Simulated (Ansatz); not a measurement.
# Nb2SnC: the cost of one run

All numbers are computed with the Python package of Ansatz 0.2.0. Level of theory: DFT PBEsol, plane waves, PAW.

## Step 1: The system

Symmetry: P6_3/mmc, No. 194, hexagonal system. The conventional cell has a = 3.283 Å, b = 3.283 Å, c = 13.769 Å, α = 90.00°, β = 90.00°, γ = 120.00°. Nb (site symmetry 3m) has 3 C at 2.22 Å in its first shell of neighbours. Sn (site symmetry -6m2) is surrounded by 6 Nb at 2.98 Å and 6 Sn at 3.28 Å. Around C (site symmetry -3m) lie 6 Nb at 2.22 Å.

No structure file is read: the coordinates are typed or built in the script.

## Step 2: The script

nb2snc.py reads:

```python
# -*- coding: utf-8 -*-
"""Equation of state of Nb2SnC."""

import warnings

import ansatz as az
import numpy as np

vectors0 = np.array([
    [3.28321, 0.0, 0.0],
    [-1.6416, 2.84334, 0.0],
    [0.0, 0.0, 13.76861],
])
sites = [
    ("Nb", [1 / 3, 2 / 3, 0.08332]),
    ("Nb", [1 / 3, 2 / 3, 0.41668]),
    ("Nb", [2 / 3, 1 / 3, 0.58332]),
    ("Nb", [2 / 3, 1 / 3, 0.91668]),
    ("Sn", [1 / 3, 2 / 3, 0.75]),
    ("Sn", [2 / 3, 1 / 3, 0.25]),
    ("C", [0.0, 0.0, 0.0]),
    ("C", [0.0, 0.0, 0.5]),
]


def make_crystal(cell):
    crystal = az.Crystal(lattice=az.Lattice.of(cell))
    for symbol, position in sites:
        crystal = crystal.atom(symbol, position)
    return crystal


def main():
    warnings.simplefilter("ignore", az.DeckWarning)

    # scale the volume, keep shape and fractions
    volumes, energies = [], []
    for scale in np.linspace(0.94, 1.06, 7):
        cell = vectors0 * scale ** (1 / 3)
        base = (
            make_crystal(cell).calculation()
            .scf(tolerance=1e-07, max_iterations=200)
            .functional(az.Functional.PBESOL)
            .occupations("gaussian", width=0.01)
            .basis(500)
            .kpoints(9, 9, 2)
        )
        r = base.run(threads=1, backend="cpu").report
        volumes.append(abs(np.linalg.det(cell)) / len(sites))
        energies.append(r["free_energy_ev"] / len(sites))
        print(f"V = {volumes[-1]:8.4f} A^3/atom  F = {energies[-1]:.5f} eV/atom")

    # third-order Birch-Murnaghan: a cubic in V^(-2/3)
    x = np.array(volumes) ** (-2 / 3)
    poly = np.polynomial.Polynomial.fit(x, energies, 3).convert()
    roots = poly.deriv().roots()
    x0 = min((r.real for r in roots if abs(r.imag) < 1e-9 and poly.deriv(2)(r.real) > 0), key=lambda r: abs(r - x.mean()))
    v0 = x0 ** -1.5
    b0 = 4 / 9 * poly.deriv(2)(x0) * v0 ** (-7 / 3) * 160.21766
    b1 = 4 + 2 / 3 * x0 * poly.deriv(3)(x0) / poly.deriv(2)(x0)
    print(f"V0 = {v0:.4f} A^3/atom, B0 = {b0:.1f} GPa, dB/dP = {b1:.2f}")


if __name__ == "__main__":
    main()
```

## Step 3: The input behind the calls

The package turns the script's settings into the engine's input (first run):

```yaml
crystal:
  lattice:
    - [3.216186907996019, 0.0, 0.0]
    - [-1.6080885560674658, 2.7852963663553045, 0.0]
    - [0.0, 0.0, 13.487539092322168]
  atoms:
    - { symbol: Nb, position: [0.3333333333333333, 0.6666666666666666, 0.08332] }
    - { symbol: Nb, position: [0.3333333333333333, 0.6666666666666666, 0.41668] }
    - { symbol: Nb, position: [0.6666666666666666, 0.3333333333333333, 0.58332] }
    - { symbol: Nb, position: [0.6666666666666666, 0.3333333333333333, 0.91668] }
    - { symbol: Sn, position: [0.3333333333333333, 0.6666666666666666, 0.75] }
    - { symbol: Sn, position: [0.6666666666666666, 0.3333333333333333, 0.25] }
    - { symbol: C, position: [0.0, 0.0, 0.0] }
    - { symbol: C, position: [0.0, 0.0, 0.5] }
basis:
  ecutwfc: 500.0
kpoints:
  mp_grid:
    grid: [9, 9, 2]
hamiltonian:
  xc: pbesol
scf:
  max_iter: 200
  convergence:
    dr2_threshold: 1.0e-07
  occupations:
    method: gaussian
    width: 0.01
```

## Step 4: The run

On the command line:

```bash
$ python nb2snc.py
```

Q: Estimate wall time and peak memory on 1 thread of Arm Neoverse V1, shared host.

About 65 s, with a peak of 0.56 GiB.
